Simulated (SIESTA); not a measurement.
Crystal: As2S.

```
CELL_PARAMETERS angstrom
-3.50648 3.50648 2.48592
3.50648 -3.50648 2.48592
3.50648 3.50648 -2.48592
ATOMIC_POSITIONS crystal
As 0.87500 0.12500 0.25000
As 0.87500 0.62500 0.75000
As 0.37500 0.12500 0.25000
As 0.87500 0.12500 0.75000
S 0.25000 0.75000 0.50000
S 0.50000 0.50000 0.00000
```

The cell comes from a database or a generator and needn't be the stable form of this composition.

Base run:

```yaml
Program: SIESTA 5.4.2
Functional: PBEsol
Potentials_or_basis: PseudoDojo 0.4 standard (PBEsol files)
Basis: DZP (energy shift 0.003 Ry; two zetas on semicore shells)
Grid_cutoff: 500 Ry
Energy_shift: 0.003 Ry
k_mesh: 7 × 7 × 7
Occupations: fermi-dirac, width 0.05 eV
Spin: no spin polarisation
```

Its results: band gap on the k mesh none (metal or under the smearing width); pressure -1.0 GPa.

Q: The run is repeated on the same cell with these changes: functional from PBEsol to PBE; potentials or basis from PseudoDojo 0.4 standard (PBEsol files) to PseudoDojo 0.4 standard (PBE files). What comes out?

A: Band gap on the k mesh none (metal or under the smearing width); pressure 2.6 GPa.

Caveats: the basis of atomic orbitals isn't converged, which shifts pressures, moduli and gaps.

Not every run made on this cell is shown here.
